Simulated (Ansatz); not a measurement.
Task: a single point in a Gaussian basis of C5H7Br, SMILES C=C(C)C(=C)Br, with the Ansatz DFT code, driven from Python. Give the script and its output. Settings: B3LYP, 6-31G* basis, multiplicity 1.

| atom | x (Å) | y (Å) | z (Å) |
| --- | --- | --- | --- |
| C | -1.1154 | 0.8424 | 0.8274 |
| C | -0.3955 | 0.1437 | -0.0673 |
| C | -1.0460 | -0.8228 | -1.0191 |
| C | 1.0535 | 0.2681 | -0.1427 |
| C | 1.8495 | -0.0372 | 0.8923 |
| Br | 1.7821 | 0.8956 | -1.7517 |
| H | -0.6491 | 1.5413 | 1.5159 |
| H | -2.1948 | 0.7433 | 0.8870 |
| H | -0.5682 | -1.8068 | -0.9572 |
| H | -0.9795 | -0.4665 | -2.0520 |
| H | -2.1084 | -0.9634 | -0.7904 |
| H | 1.4440 | -0.4022 | 1.8303 |
| H | 2.9277 | 0.0647 | 0.8274 |

Script `c5h7br_energy.py`:
```python
from pathlib import Path

import ansatz as az

params = {
    "basis": "6-31G*",
    "functional": "b3lyp",
}

geometry_ang = [
    ("C", (-1.1154, 0.8424, 0.8274)),
    ("C", (-0.3955, 0.1437, -0.0673)),
    ("C", (-1.046, -0.8228, -1.0191)),
    ("C", (1.0535, 0.2681, -0.1427)),
    ("C", (1.8495, -0.0372, 0.8923)),
    ("Br", (1.7821, 0.8956, -1.7517)),
    ("H", (-0.6491, 1.5413, 1.5159)),
    ("H", (-2.1948, 0.7433, 0.887)),
    ("H", (-0.5682, -1.8068, -0.9572)),
    ("H", (-0.9795, -0.4665, -2.052)),
    ("H", (-2.1084, -0.9634, -0.7904)),
    ("H", (1.444, -0.4022, 1.8303)),
    ("H", (2.9277, 0.0647, 0.8274)),
]
molecule = az.Crystal.molecule()
for symbol, xyz in geometry_ang:
    molecule = molecule.atom(symbol, xyz)

model = (
    molecule.calculation()
    .basis(gaussian=params["basis"])
    .functional(params["functional"])
    .orbitals()
)
out = model.run(runs_dir="out")
report = out.report

print(f"E = {report['free_energy_ev']:.6f} eV = {report['free_energy_ev'] / 27.211386246:.7f} Ha")
print("converged:", report["converged"], " doubts:", report["published_state_doubts"] or "none")

state = report["mean_field"]["state"]
print(f"mean field: {state['energy']['hartree']:.7f} Ha, <S^2> = {abs(state['spin_squared']):.4f}, stability: {state.get('stability', {}).get('kind')}")

lines = Path(report["orbitals_path"]).read_text().splitlines()
field_of = lambda key: [line.split("=")[1].strip() for line in lines if line.startswith(key)]
orbitals = [(27.211386 * float(e), s, float(n)) for e, s, n in zip(field_of("Ene="), field_of("Spin="), field_of("Occup="))]
homo = max(e for e, _, n in orbitals if n > 0.5)
lumo = min(e for e, _, n in orbitals if n < 0.5)
for e, spin, n in sorted(orbitals):
    if homo - 6 < e < lumo + 5:
        print(f"{spin:6s} {e:10.3f} eV  occupation {n:.0f}")
```

```console
$ python c5h7br_energy.py
E = -75337.004618 eV = -2768.5838544 Ha
converged: True  doubts: none
mean field: -2768.5838544 Ha, <S^2> = 0.0000, stability: minimum
Alpha     -12.421 eV  occupation 2
Alpha     -11.983 eV  occupation 2
Alpha     -11.404 eV  occupation 2
Alpha     -10.870 eV  occupation 2
Alpha     -10.073 eV  occupation 2
Alpha      -9.693 eV  occupation 2
Alpha      -9.108 eV  occupation 2
Alpha      -7.885 eV  occupation 2
Alpha      -7.181 eV  occupation 2
Alpha      -6.647 eV  occupation 2
Alpha      -0.577 eV  occupation 0
Alpha       0.036 eV  occupation 0
Alpha       1.297 eV  occupation 0
Alpha       2.912 eV  occupation 0
Alpha       3.662 eV  occupation 0
Alpha       3.829 eV  occupation 0
Alpha       4.147 eV  occupation 0
```

Notes:
- Total energies depend on the basis set; only differences at equal settings carry meaning.
- The geometry is a force-field or estimated start, not a minimum of this method, and the basis set is short of its limit.
- Alpha marks a spatial orbital of a restricted run, filled by both spins.
- b3lyp holds the VWN-RPA fit, as in Gaussian; the form of ORCA and Turbomole is b3lyp5.
- Levels such as HOMO and LUMO are orbital energies: with these approximate functionals they aren't the ionisation energy and electron affinity, and their gap isn't the fundamental gap.
- Run time: 5.7 s on 1 thread of AMD EPYC 7B13 (Zen 3), with other jobs on the host, peak memory 0.37 GiB.
